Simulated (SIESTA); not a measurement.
The system is Mg4Te3Se.

```
Te Se Mg
1.0
     4.48738    0.00000    0.00000
     0.00000    4.48738    0.00000
     0.00000    0.00000   12.63803
Te Se Mg
3 1 4
Direct
  0.50000 0.50000 0.73838
  0.00000 0.00000 0.00000
  0.50000 0.50000 0.26162
  0.00000 0.00000 0.50000
  0.00000 0.50000 0.86932
  0.50000 0.00000 0.13068
  0.00000 0.50000 0.39213
  0.50000 0.00000 0.60787
```

The cell comes from a database or a generator and needn't be the stable form of this composition.

```yaml
Program: SIESTA 5.4.2
Task: single point
Functional: PBEsol
Potentials_or_basis: PseudoDojo 0.4 standard (PBEsol files)
Basis: DZP (energy shift 0.003 Ry; two zetas on semicore shells)
Grid_cutoff: 800 Ry
Energy_shift: 0.003 Ry
k_mesh: 6 × 6 × 2
Occupations: fermi-dirac, width 0.05 eV
Spin: no spin polarisation
```

On this cell: pressure 0.1 GPa; largest force 0.074 eV/Å; band gap on the k mesh 2.06 eV, direct.

The same run follows on a disturbed copy (atoms moved at random, drawn with an rms of 0.05 Å):

```xyz
8
Lattice="4.4874 0.0000 0.0000 0.0000 4.4874 0.0000 0.0000 0.0000 12.6380" Properties=species:S:1:pos:R:3 pbc="T T T"
Te    2.2878    2.2585    9.3312
Te   -0.0291   -0.0225    0.0295
Te    2.2230    2.3393    3.2907
Se   -0.0404    0.0186    6.3193
Mg    0.0303    2.2551   10.9721
Mg    2.2571    0.0316    1.6213
Mg   -0.0357    2.2757    4.9543
Mg    2.2195    0.0033    7.7133
```

What does the disturbed cell give?

The energy moves by +4.7 meV/atom; pressure 0.2 GPa; largest force 0.487 eV/Å; band gap on the k mesh 2.05 eV, direct.

Forces in eV/Å, atoms in the order of the input:
```
Te  -0.120 -0.061  0.048
Te   0.263  0.179 -0.368
Te  -0.065 -0.355  0.067
Se   0.111  0.080  0.106
Mg   0.064 -0.148  0.154
Mg  -0.239  0.293  0.295
Mg   0.059 -0.056 -0.139
Mg  -0.076  0.066 -0.154
```

Stress tensor (GPa, compression positive):
```
 0.33 -0.01 -0.15
-0.01  0.07 -0.11
-0.15 -0.11  0.10
```

Caveats: spin-orbit coupling is left out, which moves the levels of the heavy elements; the basis of atomic orbitals isn't converged, which shifts pressures, moduli and gaps.

